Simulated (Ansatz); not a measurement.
**CH5AlSSi: one species, many methods**

The task here is to estimate one member of a computed series from the others.

Method: functionals in def2-TZVPP, the program's frozen cores in correlated methods; program: Ansatz 0.2.0, Gaussian basis.

Plan: LDA (SPW92), PBE-D4, revPBE-D4, BLYP-D4, r2SCAN-D4, B97M-V, PBE0-D4, B3LYP-D4, r2SCANh-D4, r2SCAN0-D4, HSE06-D4, BHLYP-D4, CAM-B3LYP-D4, LC-ωPBE, ωB97X-V, ωB97M-V, B2PLYP, PBE-QIDH; CCSD(T)/def2-SVP; CCSD(T)/def2-TZVPP; MP2/def2-QZVPP; extrapolation to the limit; RPA on PBE.

## Structure used throughout

An earlier PBE0-D4 in a triple-zeta def2 set relaxation fixed the geometry.

SMILES `[SH][Al]1[CH2][SiH2]1`, 9 atoms, charge 0, spin multiplicity 1.

Atoms are counted from 1 here; the program's logs count them from 0.

Bond lengths: S1–Al2 2.173 Å, S1–H5 1.345 Å, Al2–C3 1.943 Å, Al2–Si4 2.321 Å, C3–Si4 1.935 Å, C3–H6 1.090 Å, C3–H7 1.096 Å, Si4–H8 1.488 Å, Si4–H9 1.488 Å. Angles: Al2–S1–H5 93.2°, S1–Al2–C3 140.1°, S1–Al2–Si4 166.8°, C3–Al2–Si4 53.1°, Al2–C3–Si4 73.5°, Al2–C3–H6 127.7°, Al2–C3–H7 112.5°, Si4–C3–H6 118.0°, Si4–C3–H7 111.6°, H6–C3–H7 109.1°, Al2–Si4–C3 53.4°, Al2–Si4–H8 119.4°, Al2–Si4–H9 129.6°, C3–Si4–H8 113.2°, C3–Si4–H9 117.1°, H8–Si4–H9 109.5°.

The first run:

Contents of in.yaml:

```yaml
crystal:
  periodic: [false, false, false]
  atoms:
    - {symbol: S, position_ang: [-0.841156, 1.723090, -2.502399]}
    - {symbol: Al, position_ang: [-0.350970, 0.519999, -0.760042]}
    - {symbol: C, position_ang: [1.199084, -0.119521, 0.222071]}
    - {symbol: Si, position_ang: [-0.355999, -0.843348, 1.117869]}
    - {symbol: H, position_ang: [-2.165619, 1.622748, -2.291784]}
    - {symbol: H, position_ang: [1.962976, -0.817736, -0.119660]}
    - {symbol: H, position_ang: [1.675030, 0.669708, 0.815442]}
    - {symbol: H, position_ang: [-0.495334, -2.315758, 0.950700]}
    - {symbol: H, position_ang: [-0.539513, -0.485281, 2.550703]}
basis:
  gaussian: {orbitals: def2-TZVPP}
hamiltonian: {xc: lda}
output: {orbitals: {seedname: orbitals}}
```

Run with:

```sh
$ ansatz run in.yaml --threads 2 --pin off --events-out ev --progress --plain --max-ram 4352MiB
```

Among the steps run: LDA; PBE-D4 (GGA); revPBE-D4 (GGA); BLYP-D4 (GGA); r2SCAN-D4 (meta-GGA); B97M-V (meta-GGA); B3LYP-D4 (hybrid); r2SCANh-D4 (hybrid); r2SCAN0-D4 (hybrid); HSE06-D4 (hybrid); BHLYP-D4 (hybrid); CAM-B3LYP-D4 (range-separated); LC-ωPBE (range-separated); ωB97X-V (range-separated); ωB97M-V (range-separated); B2PLYP (double hybrid); PBE-QIDH (double hybrid).

One table of the session follows, with a row left open; its other results are not shown here.

It belongs to the step «Frontier levels by functional». 

```
  functional  HOMO (eV)  LUMO (eV)  gap (eV)
 LDA (SPW92)      -5.27      -2.49      2.77
      PBE-D4      -5.16      -2.30      2.87
   revPBE-D4          ?          ?         ?
     BLYP-D4      -5.01      -2.12      2.90
   r2SCAN-D4      -5.35      -2.10      3.25
      B97M-V      -5.35      -2.17      3.18
     PBE0-D4      -6.14      -1.55      4.60
    B3LYP-D4      -5.96      -1.68      4.28
  r2SCANh-D4      -5.71      -1.83      3.88
  r2SCAN0-D4      -6.26      -1.44      4.81
    HSE06-D4      -5.75      -1.92      3.84
    BHLYP-D4      -7.01      -0.67      6.33
CAM-B3LYP-D4      -7.35      -0.51      6.84
     LC-ωPBE      -8.60       0.49      9.09
     ωB97X-V      -8.31       0.40      8.71
     ωB97M-V      -8.09       0.18      8.27
```

**Question.** Estimate the row for revPBE-D4.

As computed: HOMO (eV): -5.12; LUMO (eV): -2.21; gap (eV): 2.91. In the column «HOMO (eV)» it lies between PBE-D4 (-5.16) and BLYP-D4 (-5.01).
